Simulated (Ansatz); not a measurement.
What does this script print? It uses Ansatz 0.2.0, Python API.

`tae_ch3fges.py`:
```python
# -*- coding: utf-8 -*-
'''Energy to split CH3FGeS into its atoms.'''

from collections import Counter

import ansatz as az

BASIS_SET = '6-31G*'
FUNCTIONAL = 'hf'


def energy_of(molecule, charge=0, unpaired=0):
    calc = molecule.calculation().basis(gaussian=BASIS_SET).functional(FUNCTIONAL)
    if charge:
        calc = calc.charge(charge)
    if unpaired:
        calc = calc.spin('collinear', total=unpaired)
    report = calc.run(threads=1).report
    if report['published_state_doubts']:
        print('  doubts:', report['published_state_doubts'])
    return report['free_energy_ev']

molecule = (
    az.Crystal.molecule()
    .atom('C', (-0.6134, 0.446, 0.4576))
    .atom('S', (-0.8051, -0.2365, -1.217))
    .atom('Ge', (0.9035, -1.5922, -0.9396))
    .atom('F', (2.4684, -0.6334, -0.6922))
    .atom('H', (-1.4634, 1.2364, 0.563))
    .atom('H', (-0.7772, -0.2827, 1.2162))
    .atom('H', (0.3483, 0.9945, 0.5664))
)

# unpaired electrons of the ground-state atoms
unpaired = {'C': 2, 'S': 2, 'Ge': 2, 'F': 1, 'H': 1}
counts = Counter(site.symbol for site in molecule.cartesian_sites)
atom_energy = {s: energy_of(az.Crystal.molecule().atom(s, (0, 0, 0)), 0, unpaired[s]) for s in counts}
whole = energy_of(molecule, 0, 0)
for s, e in atom_energy.items():
    print(f'{s:2s} x{counts[s]}  {e:14.5f} eV')
print(f'CH3FGeS: {whole:.5f} eV')
split = sum(counts[s] * e for s, e in atom_energy.items()) - whole
print(f'atomisation energy (no zero-point term): {96.485332 * split:.1f} kJ/mol, {split / sum(counts.values()):.3f} eV an atom')
```

```console
$ python tae_ch3fges.py
C  x1     -1025.34844 eV
S  x1    -10815.87180 eV
Ge x1    -56464.65567 eV
F  x1     -2703.85822 eV
H  x3       -13.55761 eV
CH3FGeS: -71067.11522 eV
atomisation energy (no zero-point term): 1612.1 kJ/mol, 2.387 eV an atom
```

1612.1 kJ/mol from the electronic energies, without the zero-point term.

What to keep in mind:
- Total energies depend on the basis set; only differences at equal settings carry meaning.
- The geometry is a force-field or estimated start, not a minimum of this method, and the basis set is short of its limit. All parts are taken at fixed geometry, without zero-point energy.
- Hartree-Fock leaves correlation out, so bond, atomisation and ionisation energies come out well too low.
- It ran for 2.2 s on 1 thread of Arm Neoverse V1, on a shared host, peak memory 0.22 GiB.
